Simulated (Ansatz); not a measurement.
# CuSe2: the cost of one run

Method: DFT r2SCAN, scalar-relativistic, plane waves, PAW, in Ansatz 0.2.0.

1 further run of the same task is left out (set aside as unsound or not needed).

### Step 1. The structure to begin with

The structure is orthorhombic, space group Pnnm (No. 58). The conventional cell has a = 5.037 Å, b = 6.179 Å, c = 3.771 Å, α = 90.00°, β = 90.00°, γ = 90.00°. Cu (site symmetry 2/m) is surrounded by 6 Se at 2.56 Å. Se (site symmetry m) has 1 Se at 2.34 Å and 3 Cu at 2.56 Å as nearest neighbours.

Coordinates:

```
CELL_PARAMETERS angstrom
5.03691 0.00000 0.00000
0.00000 6.17880 0.00000
0.00000 0.00000 3.77076
ATOMIC_POSITIONS crystal
Cu 0.00000 0.00000 0.00000
Cu 0.50000 0.50000 0.50000
Se 0.81482 0.61423 0.00000
Se 0.18518 0.38577 0.00000
Se 0.31482 0.88577 0.50000
Se 0.68518 0.11423 0.50000
```

This cell was relaxed beforehand with the same method: volume 19.56 Å³/atom, gap on the mesh none (metal).

### Step 2. Bands, states and charges

input.yaml

```yaml
crystal:
  lattice:
    - [5.0369094323, 0.0, 0.0]
    - [0.0, 6.1788003327, 0.0]
    - [0.0, 0.0, 3.7707557586]
  atoms:
    - { symbol: Cu, position: [0.0, 0.0, 0.0] }
    - { symbol: Cu, position: [0.5, 0.5, 0.5] }
    - { symbol: Se, position: [0.8148201299, 0.6142348591, 0.0] }
    - { symbol: Se, position: [0.1851798701, 0.3857651409, 0.0] }
    - { symbol: Se, position: [0.3148201299, 0.8857651409, 0.5] }
    - { symbol: Se, position: [0.6851798701, 0.1142348591, 0.5] }
basis:
  ecutwfc: 500
kpoints:
  mp_grid: { grid: [8, 6, 10] }
  band_path:
    path:
      - [[0.0, 0.0, 0.0], [0.5, 0.0, 0.0], [0.5, 0.5, 0.0], [0.0, 0.5, 0.0], [0.0, 0.0, 0.0], [0.0, 0.0, 0.5], [0.5, 0.0, 0.5], [0.5, 0.5, 0.5], [0.0, 0.5, 0.5], [0.0, 0.0, 0.5]]
      - [[0.5, 0.0, 0.0], [0.5, 0.0, 0.5]]
      - [[0.0, 0.5, 0.0], [0.0, 0.5, 0.5]]
      - [[0.5, 0.5, 0.0], [0.5, 0.5, 0.5]]
    npoints: 14
hamiltonian:
  xc: r2scan
scf:
  occupations: { method: gaussian, width: 0.1 }
  n_extra_bands: 15
output:
  forces: true
  stress: true
  eigenvalues: true
  populations: true
  dos: { projected: true, de: 0.02, nscf_kmesh: { grid: [12, 9, 15] } }
  bader: true
  write_density: true
  write_potential: true
  elf: true
  volumetric_format: npy
```

On the command line:

```
ansatz run input.yaml --threads 1 --pin off --max-ram 2560MiB --backend cpu --events-out ev --progress --plain --runs-dir out
```

Q: Estimate wall time and peak memory on 1 thread of Arm Neoverse V2, shared host.

About 6.8 min, with a peak of 1.8 GiB.
